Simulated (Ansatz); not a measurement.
# La (Lanthanum): how the settings move a relaxation

How sensitive is a relaxation of La (Lanthanum) to its settings? A reference run comes first, then two runs with altered input.

Method: reference: DFT, PBEsol, PAW with Ansatz's default frozen-core files, scalar-relativistic; relaxation of cell and atoms, in Ansatz 0.2.0.

## (1) The structure to begin with

The structure is hexagonal, space group P6_3/mmc (No. 194). Conventional cell: a = 3.750 Å, b = 3.750 Å, c = 6.070 Å, α = 90.00°, β = 90.00°, γ = 120.00°. La (site symmetry -6m2) is surrounded by 12 La at 3.73 to 3.75 Å.

As a file:

```
La
1.0
     3.75000    0.00000    0.00000
    -1.87500    3.24760    0.00000
     0.00000    0.00000    6.07000
La
2
Direct
  0.33333 0.66667 0.25000
  0.66667 0.33333 0.75000
```

## (2) Baseline

The input, input.yaml:

```yaml
crystal:
  lattice:
    - [3.75, 0.0, 0.0]
    - [-1.875, 3.24759526419, 0.0]
    - [0.0, 0.0, 6.07]
  atoms:
    - { symbol: La, position: [0.333333333333, 0.666666666667, 0.25] }
    - { symbol: La, position: [0.666666666667, 0.333333333333, 0.75] }
kpoints:
  mp_grid: { grid: [10, 10, 6] }
scf:
  occupations: { method: fermi_dirac, width: 0.1 }
hamiltonian:
  xc: pbesol
  pseudopotentials: { kind: paw }
relax:
  f_tol: 0.002
  max_steps: 80
  cell: {}
output:
  forces: true
  stress: true
  write_density: true
  write_potential: true
  elf: true
  volumetric_format: npy
```

Started as:

```sh
$ ansatz run input.yaml --threads 1 --pin off --max-ram 3072MiB --backend cpu --events-out ev --progress --plain --runs-dir out
```

## (3) Variant: hubbard.sites [{species: La, l: f, u_eff: 8.0}], hubbard.double_counting fll

Changes to input.yaml since step 2:

```diff
@@ -15,2 +15,3 @@
   pseudopotentials: { kind: paw }
+  hubbard: { sites: [{ species: La, l: f, u_eff: 8.0 }], double_counting: fll }
 relax:
```

## (4) Variant: xc pbe

Changes to input.yaml since step 2:

```diff
@@ -13,3 +13,3 @@
 hamiltonian:
-  xc: pbesol
+  xc: pbe
   pseudopotentials: { kind: paw }
@@ -22,5 +22 @@
   stress: true
-  write_density: true
-  write_potential: true
-  elf: true
-  volumetric_format: npy
```

Q: Predict the outcome of this session. Wanted: for each run, ending; energy change; pressure; gap; force.

The runs gave:

```tsv
run	ending	energy change	pressure (GPa)	gap (eV)	force (eV/Å)	cycles	time
reference	converged	0	0.0	0.00	0.00	24	14 s
1: hubbard.sites [{species: La, l: f, u_eff: 8.0}], hubbard.double_counting fll	converged	+225.4 meV/atom (U changed: no physical gain or loss)	0.0	0.00	0.00	25	21 s
2: xc pbe	converged	not comparable	0.0	0.00	0.00	19	10 s
```

Times don't compare one to one where runs were asked for different outputs or read a saved state (see the inputs); cycles may leave out searches for a lower state.

A changed U is a change of model: its shifts are not errors of convergence.
